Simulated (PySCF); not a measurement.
# From one method to the next for CdCl⁺

Aim: see what other levels and later steps give for CdCl⁺.

The runs use PySCF 2.14.0; method and basis as typed in the scripts.

3 further runs of the same task are left out: 1 for a known fault of the program, 2 that didn't finish.

## (1) Where the work starts

CdCl⁺: 2 atoms, charge 1, spin multiplicity 1.

Bond lengths: Cd1–Cl2 2.412 Å.

## (2) The run that the others are compared with

input.py

```python
from pyscf import gto, scf, mp

mol = gto.M(
    atom='Cd 0 0 0; Cl 0 0 2.412',
    basis='def2-svp',
    ecp={'Cd': 'def2-svp'},
    charge=1,
    spin=0,
    verbose=4,
)
mf = scf.RHF(mol)
mf.kernel()
mp.MP2(mf, frozen=5).kernel()
mf.dip_moment()
print('orbital energies (hartree):', mf.mo_energy[..., max(0, mol.nelec[1]-3):mol.nelec[0]+3].round(4))
```

Run with:

```
$ OMP_NUM_THREADS=1 python input.py
```

## (3) TDA

Edit 1 changes step after the SCF: mp2 → tda; number of roots: none → 8.

input.py: that of step 2 with these lines changed.

```diff
@@ -1,2 +1,2 @@
-from pyscf import gto, scf, mp
+from pyscf import gto, scf, tdscf
 
@@ -12,3 +12,6 @@
 mf.kernel()
-mp.MP2(mf, frozen=5).kernel()
+td = tdscf.TDA(mf)
+td.nstates = 8
+td.kernel()
+td.analyze(verbose=3)
 mf.dip_moment()
```

## (4) SCF alone

Edit 2 changes step after the SCF: mp2 → none.

input.py: that of step 2 with these lines changed.

```diff
@@ -1,2 +1,2 @@
-from pyscf import gto, scf, mp
+from pyscf import gto, scf
 
@@ -12,3 +12,2 @@
 mf.kernel()
-mp.MP2(mf, frozen=5).kernel()
 mf.dip_moment()
```

## (5) Pbe0 (RKS)

Edit 3 changes functional: none (Hartree–Fock) → pbe0; SCF type: RHF → RKS; step after the SCF: mp2 → analyze.

input.py: that of step 2 with these lines changed.

```diff
@@ -1,2 +1,2 @@
-from pyscf import gto, scf, mp
+from pyscf import gto, dft
 
@@ -10,5 +10,5 @@
 )
-mf = scf.RHF(mol)
+mf = dft.RKS(mol, xc='pbe0')
 mf.kernel()
-mp.MP2(mf, frozen=5).kernel()
+mf.mulliken_pop()
 mf.dip_moment()
```

## (6) UHF

Edit 4 changes SCF type: RHF → UHF.

input.py

```python
from pyscf import gto, scf, mp

mol = gto.M(
    atom='Cd 0 0 0; Cl 0 0 2.412',
    basis='def2-svp',
    ecp={'Cd': 'def2-svp'},
    charge=1,
    spin=0,
    verbose=4,
)
mf = scf.UHF(mol)
mf.kernel()
mp.MP2(mf, frozen=5).kernel()
mf.dip_moment()
print('orbital energies (hartree):', [e[max(0, n-3):n+3].round(4) for e, n in zip(mf.mo_energy, mol.nelec)])
```

## (7) Population analysis

Edit 5 changes step after the SCF: mp2 → analyze.

input.py: that of step 2 with these lines changed.

```diff
@@ -1,2 +1,2 @@
-from pyscf import gto, scf, mp
+from pyscf import gto, scf
 
@@ -12,3 +12,3 @@
 mf.kernel()
-mp.MP2(mf, frozen=5).kernel()
+mf.mulliken_pop()
 mf.dip_moment()
```

## (8) MP2

Edit 6 changes frozen orbitals: 5 → none.

input.py: that of step 2 with these lines changed.

```diff
@@ -12,3 +12,3 @@
 mf.kernel()
-mp.MP2(mf, frozen=5).kernel()
+mp.MP2(mf).kernel()
 mf.dip_moment()
```

What does the calculation give? Wanted: for each run, E(SCF); from base; gap; after the SCF.

As calculated:

```tsv
run	E(SCF) (hartree)	from base (eV)	cycles	gap (eV)	after the SCF
base	-625.924113	0	10	8.91	MP2 correlation -12.664 eV, core frozen
TDA	-625.924113	0.0000	10	8.91	lowest root found 3.12 eV
SCF alone	-625.924113	0.0000	10	8.91	n/a
pbe0 (RKS)	-627.321242	not comparable	11	3.04	n/a
UHF	-625.924113	0.0000	10	8.91	MP2 correlation -12.664 eV, core frozen
population analysis	-625.924113	0.0000	10	8.91	n/a
MP2	-625.924113	0.0000	10	8.91	MP2 correlation -12.905 eV
```

What this shows: The SCF energy stays the same, to the digits that matter, with UHF. Total energies of different functionals can't be compared with each other; differences within one functional can.
